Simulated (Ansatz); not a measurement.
# HfMoC2 in Ansatz: the effect of functional

HfMoC2:

```
Hf Mo C
1.0
     3.23342    0.00000    0.00000
     0.00000    3.23342    0.00000
     0.00000    0.00000    4.54419
Hf Mo C
1 1 2
Direct
  0.00000 0.00000 0.00000
  0.50000 0.50000 0.50000
  0.50000 0.50000 0.00000
  0.00000 0.00000 0.50000
```

The cell comes from a database or a generator and needn't be the stable form of this composition.

The cell isn't the ideal one: volume scaled by 1.04.

Alike in all runs:

```yaml
Program: Ansatz 0.2.0
Task: single point
Potentials_or_basis: Ansatz PAW
k_mesh: 8 × 8 × 6
Occupations: fermi-dirac, width 0.05 eV
Spin: no spin polarisation
```

One run gave: pressure -11.1 GPa. Which functional did it use?
A. PBE
B. r2SCAN
C. LDA

A.

```csv
functional,cutoff,pressure (GPa)
LDA,420 eV (not typed: the program's choice for these potentials),-23.4
r2SCAN,500 eV (not typed: the program's choice for these potentials),-13.1
PBE,420 eV (not typed: the program's choice for these potentials),-11.1
```

Caveats: the PAW data sets come from PBE, with cores solved anew for the run's functional, which leaves a small shift of forces and pressure (some runs).
